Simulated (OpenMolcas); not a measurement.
# Ta⁴⁺ among point charges: CASSCF and CASPT2 levels and susceptibility

Aim: the splitting of the states of Ta⁴⁺ in the field of 6 point charges, its lowest levels with spin-orbit coupling and its magnetic susceptibility.

Program: OpenMolcas 26.06. Level of theory: state-averaged CASSCF and CASPT2, spin-orbit coupling by RASSI with atomic mean-field integrals. These are calculated values, not measurements, unless marked.

**1. The system**

```
Species                           : Ta⁴⁺ (tantalum, Z = 73, 69 electrons)
Basis                             : ANO-RCC-VDZP [7s6p4d2f1g], 68 functions
Scalar Hamiltonian                : DKH2, point nucleus
Inactive shells                   : 1s 2s 2p 3s 3p 3d 4s 4p 4d 4f 5s 5p
Active space                      : 1 electron in 5 orbitals (5d)
Some configurations of this space : 5d
Orbitals                          : optimised for each spin and parity, averaged over all roots
```

The outer shells:

5d
```
5d [↑ ][  ][  ][  ][  ]
```

The ion sits among 6 point charges of -1.7 e arranged as an octahedron (Oh), 1.87 Å from the ion.

The work runs as a chain of OpenMolcas steps in one folder; each step below is one input file. The outputs are cut to the sections that carry results. Labels, J, g values, rates, χT and fits are worked out afterwards by a script from the matrices that RASSI stores. The input lists half of the charges; inversion (Group=XYZ) makes the rest.

**2. GATEWAY and SEWARD: basis and integrals**

Input file a.inp:

```
&GATEWAY
Coord
1

Ta 0.0 0.0 0.0
Basis=ANO-RCC-VDZP
Group=XYZ
NoMove
AngMom=0.0 0.0 0.0
AMFI
XField
3 Angstrom 0
1.870000 0.000000 0.000000 -1.700000
0.000000 1.870000 0.000000 -1.700000
0.000000 0.000000 1.870000 -1.700000
&SEWARD
```

Command:

```
> OMP_NUM_THREADS=1 MOLCAS_MEM=1689 MOLCAS_PROJECT=a pymolcas a.inp > a.log
```

**3. Reference wave functions, doublets of even parity, 5 roots**

Input file a.inp:

```
&RASSCF
FileOrb=start.orb
Symmetry=1
Spin=2
nActEl=1 0 0
Inactive=15 19
Ras2=5 0
CIRoot=5 5 1
SDav=5
CIMx=300
Iter=120 100
PrWF=0.3
OrbListing=Nothing
MaxOrb=0
>>> COPY $Project.JobIph JOB001
```

start.orb holds the contracted functions of the basis, ordered by shell, or the orbitals of the step before.

**4. RASSI: spin-orbit coupling between the states**

Input file a.inp:

```
&RASSI
NrOfJobIphs=1 5
1 2 3 4 5
IphNames
JOB001
EJob
SpinOrbit
DIPRint=1.0
SOCoupling=1000.0
Subsets=2
Property=9
'ANGMOM' 1 'ANGMOM' 2 'ANGMOM' 3 'MLTPL  1' 1 'MLTPL  1' 2 'MLTPL  1' 3
'AMFI' 1 'AMFI' 2 'AMFI' 3
SOProperty=3
'ANGMOM' 1 'ANGMOM' 2 'ANGMOM' 3
```

**5. CASPT2: IPEA 0.25, imaginary shift 0.1 (closed shells correlated: 4f 5s 5p)**

Input file a.inp:

```
>>> COPY JOB001 $Project.JobIph
&CASPT2
Multistate=5 1 2 3 4 5
NoMult
Frozen=14 9
IPEA=0.25
Imaginary=0.1
MaxIter=60
WThr=0.0 0.3 0.05
PrWF=0.5
NoMix
```

(Steps that only read results are left out.)

**Question.** What will these runs give? Wanted: spin-free ground state; first state of the same spin within the active space; lowest level; next level.

As calculated:

| quantity | value |
| --- | --- |
| method | SS-CASPT2, IPEA 0.25, imaginary shift 0.1 (closed shells correlated: 4f 5s 5p) |
| spin-free ground state | 2T2, 3-fold in its orbital part |
| first state of the same spin within the active space | 2E at 23900 cm⁻¹ |
| lowest level | 4-fold Γ8 |
| next level | 4068.3 cm⁻¹ |
| χT at 300 K | 0.07 cm³ K/mol |
| effective moment at 300 K | 0.74 μB |

Cost by method:

```
                                                 method  time of its own steps  time with the reference
                                              A. CASSCF                  1.8 s                    1.8 s
B. SS-CASPT2, IPEA 0.25, imaginary shift 0.1, +4f 5s 5p                 0.82 s                    2.6 s
```

Times are of one thread on a shared host.

In words: The spin-free ground state (2T2) comes to 100 % from free-ion D terms and keeps the highest spin of the shell. χT at 300 K is 0.07, against 0.38 cm³ K/mol for the spin alone, so orbital moment lowers it. A ligand-field fit to the states below 45000 cm-1 gives 10Dq = 23929 cm-1, the gap between the two states. CASPT2 does not keep the components of a term degenerate, and the means are used. Point charges leave out covalency, so the field and the spin state can differ from those of real complexes. This is an electrostatic model: the charges have no orbitals.
